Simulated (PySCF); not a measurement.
# (H2In-mu-PH2)2: geometry, NMR shifts and electronic excitations

Aim: predict the NMR shifts and electronic excitations of (H2In-mu-PH2)2.

The runs use PySCF 2.14.0, with density-fitted response routines of our own; the level of theory stands in each step. All values are computed, except where a source is named. Atoms are numbered from 0 throughout.

## Step 1: The starting structure

12 atoms, charge 0, multiplicity 1; geometry from: GFN2-xTB. The atoms were then displaced at random by about 0.03 Å, so the start is not that level's minimum.

Bonds of the start (Å): In0–H1 1.79, In0–H2 1.68, In0–P3 2.64, In0–P7 2.65, P3–In4 2.54, P3–H8 1.47, P3–H9 1.44, In4–H5 1.67, In4–H6 1.73, In4–P7 2.61, P7–H10 1.32, P7–H11 1.36.

## Step 2: Geometry optimisation at PBE0-D3(BJ)/def2-SVP

The job: settings as JSON, then the geometry in Å.

```
{"job": {"xc": "PBE0", "basis": "def2-SVP", "d3": "d3bj", "grid": 1, "maxiter": 40, "shake": 0.03, "kind": "geom"}, "charge": 0, "multiplicity": 1}
In    -1.724940    -0.253720    -0.865070
H     -2.640600     1.254850    -1.188330
H     -2.362300    -1.757720    -1.271680
P     -0.654950    -0.104510     1.544330
In     1.776780     0.168230     0.845890
H      2.611450    -1.240760     1.181410
H      2.327410     1.757400     1.240990
P      0.801630     0.128320    -1.571080
H     -1.289930     0.840580     2.480320
H     -1.045170    -1.209210     2.384360
H      1.023750     1.176690    -2.345520
H      1.292330    -0.842910    -2.384640
```

Command:

```sh
$ OMP_NUM_THREADS=1 python probes_run.py task.json out
```

One launch serves the whole session: the jobs run in the order shown.

**Question.** This job is followed by: GIAO PBE0/pcSseg-1 In:def2-TZVP NMR shielding, non-relativistic, gas phase; TDDFT PBE0/def2-SVPD, vertical, gas phase, core orbitals frozen in the response; GIAO wB97X-D/pcSseg-1 In:def2-TZVP NMR shielding, non-relativistic, gas phase. What will the session give for the following? rotational constants (main isotopes); 1H shifts against TMS (PBE0/def2-TZVP+pcSseg-1, means over atoms taken as alike); 31P shifts against H3PO4 (PBE0/def2-TZVP+pcSseg-1, means over atoms taken as alike); surface potential, 1st and 99th percentile; lowest singlet (PBE0/def2-SVPD); brightest single state of those computed; lowest triplet; vertical ionisation energy (ΔSCF); range of the shift of P3.

The runs gave:

```
                                                                           quantity                        value
                                               rotational constants (main isotopes)         2.24, 0.52, 0.43 GHz
   1H shifts against TMS (PBE0/def2-TZVP+pcSseg-1, means over atoms taken as alike)               5.44, 2.89 ppm
31P shifts against H3PO4 (PBE0/def2-TZVP+pcSseg-1, means over atoms taken as alike)                   -216.4 ppm
                                              surface potential, 1st and 99th percentile           -0.38 V and 1.22 V
                                                    lowest singlet (PBE0/def2-SVPD)  5.09 eV (244 nm), f = 0.000
                                           brightest single state of those computed  state 9, 6.23 eV, f = 0.243
                                                                     lowest triplet                      4.79 eV
                                                  vertical ionisation energy (ΔSCF)                      8.70 eV
                                                           range of the shift of P3         -222.6 to -216.4 ppm
```

In words: The start was shaken at random, so part of the energy gained undoes that. Over 6 steps the energy fell by 0.389 eV; of the close pairs, P3–In4 changed most, 2.545 to 2.651 Å. No frequency check was run at this level, so the end point may be a saddle. At PBE0/def2-TZVP+pcSseg-1: Shielding is most anisotropic at P3, P7 (span 76 ppm, paramagnetic term -442 ppm). The first singlet state (HOMO→LUMO 0.98) lies at 5.09 eV and is dark; of the 10 states computed, the strongest absorption comes from state 9 at 6.23 eV. The lowest triplet lies 0.30 eV below the lowest singlet (triplets in Tamm-Dancoff, singlets in full TDDFT). Spin-orbit coupling, left out, mixes singlets and triplets in elements this heavy. ΔSCF puts the ionisation energy at 8.70 eV, 1.57 eV above −ε(HOMO). Across the 2 runs the shift of P3 (with its like atoms) moves most, between -222.6 (wB97X-D/def2-TZVP+pcSseg-1) and -216.4 ppm (PBE0/def2-TZVP+pcSseg-1). Part of that comes from the computed reference. Spin-orbit coupling is left out, which matters for shieldings and couplings at and beside the heavy atoms.
